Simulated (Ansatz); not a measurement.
C2H4F2S, SMILES FCSCF, energies of removing a hydrogen

Computed with the Ansatz DFT code, driven from Python.

Interactive session:
```pycon
>>> import ansatz as az
>>> def single_point(molecule, charge=0, unpaired=0):
...     calc = (
...         molecule.calculation()
...         .basis(gaussian="def2-TZVP")
...         .correlation("mp2")
...     )
...     if charge:
...         calc = calc.charge(charge)
...     if unpaired:
...         calc = calc.spin("collinear", total=unpaired)
...     report = calc.run(threads=1).report
...     if report["published_state_doubts"]:
...         print("  doubts:", report["published_state_doubts"])
...     return report["free_energy_ev"]
...
>>> def without(molecule, index):
...     rest = az.Crystal.molecule()
...     for i, site in enumerate(molecule.cartesian_sites):
...         if i != index:
...             rest = rest.atom(site.symbol, site.position_ang)
...     return rest
...
>>> geometry_ang = [
...     ("F", [1.4652, -0.5967, -0.6724]),
...     ("C", [1.313, 0.35, 0.289]),
...     ("S", [-0.2034, 0.0538, 1.2082]),
...     ("C", [-1.2664, -0.3006, -0.2029]),
...     ("F", [-2.5548, -0.3925, 0.222]),
...     ("H", [2.1761, 0.305, 0.9577]),
...     ("H", [1.2847, 1.3306, -0.1933]),
...     ("H", [-1.2172, 0.5032, -0.9419]),
...     ("H", [-0.9971, -1.2529, -0.6663]),
... ]
>>> mol = az.Crystal.molecule()
>>> for symbol, xyz in geometry_ang:
...     mol = mol.atom(symbol, xyz)
...
>>> whole = single_point(mol, 0)
>>> hydrogen = single_point(az.Crystal.molecule().atom("H", (0, 0, 0)), 0, 1)
>>> print(f"E(molecule) = {whole:.5f} eV, E(H) = {hydrogen:.5f} eV")
E(molecule) = -18383.15565 eV, E(H) = -13.60052 eV
>>> for index in [8]:
...     radical = single_point(without(mol, index), 0, 1)
...     print(f"H{index}: homolysis {23.060548 * (radical + hydrogen - whole):.1f} kcal/mol")
...     anion = single_point(without(mol, index), -1)
...     print(f"H{index}: loss of a proton {23.060548 * (anion - whole):.1f} kcal/mol")
...
H8: homolysis 103.9 kcal/mol
H8: loss of a proton 413.3 kcal/mol
```

Total energies depend on the basis set; only differences at equal settings carry meaning. The geometry is a force-field or estimated start, not a minimum of this method, and the basis set is short of its limit. All parts are taken at fixed geometry, without zero-point energy. Anions want diffuse functions, which this basis lacks. Run time: 23 s on 1 thread of Arm Neoverse V1, with other jobs on the host, peak memory 0.44 GiB.
